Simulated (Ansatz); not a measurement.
# ClH9N2Si2: the cost of one run

Method: RHF/6-31G*, in Ansatz 0.2.0.

1 further run of the same task is left out (it didn't finish).

### Step 1. Starting point

Bond lengths: Si1–Cl2 2.480 Å, Si1–Si3 2.220 Å, Si3–H4 1.460 Å, Si3–H5 1.460 Å, Si3–H6 1.460 Å, Si1–N7 1.819 Å, N7–H8 1.060 Å, N7–H9 1.060 Å, Si1–H10 1.459 Å, Si1–N11 2.120 Å, N11–H12 1.060 Å, N11–H13 1.060 Å, Cl2–H14 1.560 Å. Angles (14 of 23 angles, heavy atoms first): Cl2–Si1–Si3 109.5°, Cl2–Si1–N7 109.5°, Cl2–Si1–N11 71.6°, Si3–Si1–N7 109.5°, Si3–Si1–N11 67.2°, N7–Si1–N11 176.6°, Si1–Cl2–H14 64.7°, Cl2–Si1–H10 109.5°, Si3–Si1–H10 109.5°, N7–Si1–H10 109.5°, H10–Si1–N11 72.8°, Si1–Si3–H4 109.5°, Si1–Si3–H5 109.5°, Si1–Si3–H6 109.5°.

As a file:

```xyz
14

Si    0.0000    0.0000    0.0000
Cl    0.0000    0.0000    2.4800
Si    2.0935    0.0000   -0.7393
H     2.5508   -1.3762   -0.9079
H     2.1573    0.6939   -2.0222
H     2.9510    0.6823    0.2255
N    -0.8572    1.4851   -0.6061
H    -1.8773    1.4300   -0.8888
H    -0.3367    2.4058   -0.6766
H    -0.6877   -1.1914   -0.4862
N     1.1065   -1.6802    0.6685
H     0.6674   -2.6449    0.6516
H     2.0989   -1.5558    1.0196
H     0.7757   -1.1780    1.8139
```

### Step 2. A restrained relaxation towards end A

Springs on the bonds that form and break draw the guess towards this end; the thresholds are loose.

File input.yaml:

```yaml
crystal:
  periodic: [false, false, false]
  atoms:
    - { symbol: Si, position_ang: [0.0, 0.0, 0.0] }
    - { symbol: Cl, position_ang: [0.0, 0.0, 2.48] }
    - { symbol: Si, position_ang: [2.0935, 0.0, -0.7393] }
    - { symbol: H, position_ang: [2.5508, -1.3762, -0.9079] }
    - { symbol: H, position_ang: [2.1573, 0.6939, -2.0222] }
    - { symbol: H, position_ang: [2.951, 0.6823, 0.2255] }
    - { symbol: "N", position_ang: [-0.8572, 1.4851, -0.6061] }
    - { symbol: H, position_ang: [-1.8773, 1.43, -0.8888] }
    - { symbol: H, position_ang: [-0.3367, 2.4058, -0.6766] }
    - { symbol: H, position_ang: [-0.6877, -1.1914, -0.4862] }
    - { symbol: "N", position_ang: [1.1065, -1.6802, 0.6685] }
    - { symbol: H, position_ang: [0.6674, -2.6449, 0.6516] }
    - { symbol: H, position_ang: [2.0989, -1.5558, 1.0196] }
    - { symbol: H, position_ang: [0.7757, -1.178, 1.8139] }
basis:
  gaussian: { orbitals: "6-31G*" }
hamiltonian:
  xc: hf
relax:
  f_tol: 0.15
  max_steps: 25
  restrain:
    - { distance: [0, 10], at: 3.02, k: 30.0 }
    - { distance: [13, 1], at: 2.57, k: 30.0 }
    - { distance: [0, 1], at: 2.13, k: 30.0 }
    - { distance: [13, 10], at: 1.06, k: 30.0 }
```

The run is started by

```
ansatz run input.yaml --threads 2 --pin off --max-ram 3072MiB --backend cpu --events-out ev --progress --plain --runs-dir out
```

Q: Estimate wall time and peak memory on 2 threads of Intel Xeon 6975P-C (Granite Rapids), shared host.

About 19 s, with a peak of 0.25 GiB.
